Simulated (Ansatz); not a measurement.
# Ti: biaxial against axial strain

This session takes Ti and sets out to map the energy over biaxial and axial strain.

Method: DFT LDA, scalar-relativistic, plane waves, PAW, in Ansatz 0.2.0.

### 1 The starting structure

Symmetry: Fm-3m, No. 225, cubic system. The conventional cell has a = 4.060 Å, b = 4.060 Å, c = 4.060 Å, α = 90.00°, β = 90.00°, γ = 90.00°. Ti (site symmetry m-3m) has 12 Ti at 2.87 Å as nearest neighbours.

Structure file:

```cif
data_structure
_symmetry_space_group_name_H-M 'Fm-3m'
_symmetry_Int_Tables_number 225
_cell_length_a 4.0600
_cell_length_b 4.0600
_cell_length_c 4.0600
_cell_angle_alpha 90.000
_cell_angle_beta 90.000
_cell_angle_gamma 90.000
_cell_volume 66.92
loop_
_atom_site_label
_atom_site_type_symbol
_atom_site_symmetry_multiplicity
_atom_site_Wyckoff_symbol
_atom_site_fract_x
_atom_site_fract_y
_atom_site_fract_z
_atom_site_occupancy
Ti1 Ti 4 a 0.00000 0.00000 0.00000 1
```

The cell is taken as given, not relaxed at this level.

### 2 Zero of energy

The reference gives a free energy of -2450.2484 eV, pressure -4.87 GPa, largest force 0.000 eV/Å and gap on the mesh none (metal). It was computed beforehand with the settings of the runs below.

### 3 Next: biaxial against axial strain

The cell is strained by p along both x and y and by q along z, with fractional coordinates fixed.

### 4 At p = -0.050, q = -0.050

Contents of input.yaml:

```yaml
crystal:
  lattice:
    - [0.0, 1.9285, 1.9285]
    - [1.9285, 0.0, 1.9285]
    - [1.9285, 1.9285, 0.0]
  atoms:
    - { symbol: Ti, position: [0.0, 0.0, 0.0] }
basis:
  ecutwfc: 420
kpoints:
  mp_grid: { grid: [20, 20, 20] }
hamiltonian:
  xc: lda
scf:
  occupations: { method: gaussian, width: 0.15 }
output:
  forces: true
  stress: true
  eigenvalues: true
```

The run is started by

```
$ ansatz run input.yaml --threads 1 --pin off --max-ram 1228MiB --backend cpu --events-out ev --progress --plain --runs-dir out
```

### 5 At p = -0.050, q = 0.000

Edit input.yaml of step 4 so:

```diff
@@ -2,4 +2,4 @@
   lattice:
-    - [0.0, 1.9285, 1.9285]
-    - [1.9285, 0.0, 1.9285]
+    - [0.0, 1.9285, 2.03]
+    - [1.9285, 0.0, 2.03]
     - [1.9285, 1.9285, 0.0]
```

### 6 At p = -0.050, q = 0.050

Edit input.yaml of step 5 so:

```diff
@@ -2,4 +2,4 @@
   lattice:
-    - [0.0, 1.9285, 2.03]
-    - [1.9285, 0.0, 2.03]
+    - [0.0, 1.9285, 2.1315]
+    - [1.9285, 0.0, 2.1315]
     - [1.9285, 1.9285, 0.0]
```

### 7 Point p = 0.000, q = -0.050

Edit input.yaml of step 6 so:

```diff
@@ -2,5 +2,5 @@
   lattice:
-    - [0.0, 1.9285, 2.1315]
-    - [1.9285, 0.0, 2.1315]
-    - [1.9285, 1.9285, 0.0]
+    - [0.0, 2.03, 1.9285]
+    - [2.03, 0.0, 1.9285]
+    - [2.03, 2.03, 0.0]
   atoms:
```

### 8 p = 0.000, q = 0.050

Edit input.yaml of step 7 so:

```diff
@@ -2,4 +2,4 @@
   lattice:
-    - [0.0, 2.03, 1.9285]
-    - [2.03, 0.0, 1.9285]
+    - [0.0, 2.03, 2.1315]
+    - [2.03, 0.0, 2.1315]
     - [2.03, 2.03, 0.0]
```

### 9 p = 0.050, q = -0.050

Edit input.yaml of step 8 so:

```diff
@@ -2,5 +2,5 @@
   lattice:
-    - [0.0, 2.03, 2.1315]
-    - [2.03, 0.0, 2.1315]
-    - [2.03, 2.03, 0.0]
+    - [0.0, 2.1315, 1.9285]
+    - [2.1315, 0.0, 1.9285]
+    - [2.1315, 2.1315, 0.0]
   atoms:
```

### 10 p = 0.050, q = 0.000

Edit input.yaml of step 9 so:

```diff
@@ -2,4 +2,4 @@
   lattice:
-    - [0.0, 2.1315, 1.9285]
-    - [2.1315, 0.0, 1.9285]
+    - [0.0, 2.1315, 2.03]
+    - [2.1315, 0.0, 2.03]
     - [2.1315, 2.1315, 0.0]
```

(Steps that only read results are left out.)

**Question.** What will these runs give? Wanted: highest point; lowest point away from the origin.

As calculated:

```
                         quantity                                      value
                    highest point  104.4 meV/atom at (p, q) = (0.050, 0.000)
lowest point away from the origin           -7.8 meV/atom at (0.000, -0.050)
```

What this shows: Of the points run, the lowest is (0.000, -0.050), 7.8 meV/atom below the undisturbed cell, which was taken as given and not relaxed at this level.
